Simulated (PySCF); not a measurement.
# TaSi: changing the method

What do other methods print for TaSi?

Computed with PySCF 2.14.0. Level: each script names its method and basis.

7 further runs of the same task are left out: 7 that didn't finish.

## 1. Where the work starts

TaSi: 2 atoms, charge 0, spin multiplicity 2.

Bond lengths: Ta1–Si2 2.599 Å.

## 2. Base script

Input file input.py:

```python
from pyscf import gto, scf
from pyscf.hessian import thermo

mol = gto.M(
    atom='Ta 0 0 0; Si 0 0 2.599',
    basis='def2-svp',
    ecp={'Ta': 'def2-svp'},
    charge=0,
    spin=1,
    symmetry=True,
    verbose=4,
)
mf = scf.UHF(mol)
mf.level_shift = 0.3
mf.kernel()
hess = mf.Hessian().kernel()
print('wavenumber (cm^-1) =', thermo.harmonic_analysis(mol, hess)['freq_wavenumber'].round(1))
mf.dip_moment()
print('orbital energies (hartree):', [e[max(0, n-3):n+3].round(4) for e, n in zip(mf.mo_energy, mol.nelec)])
```

The run is started by

```console
python input.py
```

## 3. MP2

Variant 1 changes step after the SCF: frequency → mp2; frozen orbitals: none → 5.

Changes to input.py since step 2:

```diff
@@ -1,3 +1,2 @@
-from pyscf import gto, scf
-from pyscf.hessian import thermo
+from pyscf import gto, scf, mp
 
@@ -15,4 +14,3 @@
 mf.kernel()
-hess = mf.Hessian().kernel()
-print('wavenumber (cm^-1) =', thermo.harmonic_analysis(mol, hess)['freq_wavenumber'].round(1))
+mp.MP2(mf, frozen=5).kernel()
 mf.dip_moment()
```

## 4. SCF alone

Variant 2 changes step after the SCF: frequency → none.

Changes to input.py since step 2:

```diff
@@ -1,3 +1,2 @@
 from pyscf import gto, scf
-from pyscf.hessian import thermo
 
@@ -15,4 +14,2 @@
 mf.kernel()
-hess = mf.Hessian().kernel()
-print('wavenumber (cm^-1) =', thermo.harmonic_analysis(mol, hess)['freq_wavenumber'].round(1))
 mf.dip_moment()
```

## 5. TDA

Variant 3 changes step after the SCF: frequency → tda; number of roots: none → 8.

Input file input.py:

```python
from pyscf import gto, scf, tdscf

mol = gto.M(
    atom='Ta 0 0 0; Si 0 0 2.599',
    basis='def2-svp',
    ecp={'Ta': 'def2-svp'},
    charge=0,
    spin=1,
    symmetry=True,
    verbose=4,
)
mf = scf.UHF(mol)
mf.level_shift = 0.3
mf.kernel()
td = tdscf.TDA(mf)
td.nstates = 8
td.kernel()
td.analyze(verbose=3)
mf.dip_moment()
print('orbital energies (hartree):', [e[max(0, n-3):n+3].round(4) for e, n in zip(mf.mo_energy, mol.nelec)])
```

## 6. Geometry optimisation

Variant 4 changes step after the SCF: frequency → optimize.

Input file input.py:

```python
from pyscf import gto, scf
from pyscf.geomopt.geometric_solver import optimize

mol = gto.M(
    atom='Ta 0 0 0; Si 0 0 2.599',
    basis='def2-svp',
    ecp={'Ta': 'def2-svp'},
    charge=0,
    spin=1,
    symmetry=True,
    verbose=4,
)
mf = scf.UHF(mol)
mf.level_shift = 0.3
mf.kernel()
mol_eq = optimize(mf, maxsteps=30)
print('optimised geometry (angstrom)')
print(mol_eq.tostring('raw'))
print('orbital energies (hartree):', [e[max(0, n-3):n+3].round(4) for e, n in zip(mf.mo_energy, mol.nelec)])
```

What does the calculation give? Wanted: for each run, E(SCF); from base; gap, α spin; SCF dipole; after the SCF.

As calculated:

| run | E(SCF) (hartree) | from base (eV) | cycles | gap, α spin (eV) | SCF dipole (D) | after the SCF |
| --- | --- | --- | --- | --- | --- | --- |
| base | -344.969018 | 0 | 40 | 7.40 | 1.58 | highest mode 189 cm⁻¹ |
| MP2 | -344.969018 | 0.0000 | 40 | 7.40 | 1.58 | MP2 correlation -10.118 eV, core frozen |
| SCF alone | -344.969018 | 0.0000 | 40 | 7.40 | 1.58 | n/a |
| TDA | -344.969018 | 0.0000 | 40 | 7.40 | 1.58 | lowest root found 0.17 eV |
| geometry optimisation | -344.969018 | 0.0000 | 40 | 7.40 | n/a | bond 2.227 Å, -1.052 eV |

SCF columns refer to the geometry typed in the script.

Total energies from different bases, Hamiltonians or methods carry different errors, so properties are taken as differences within one set-up.
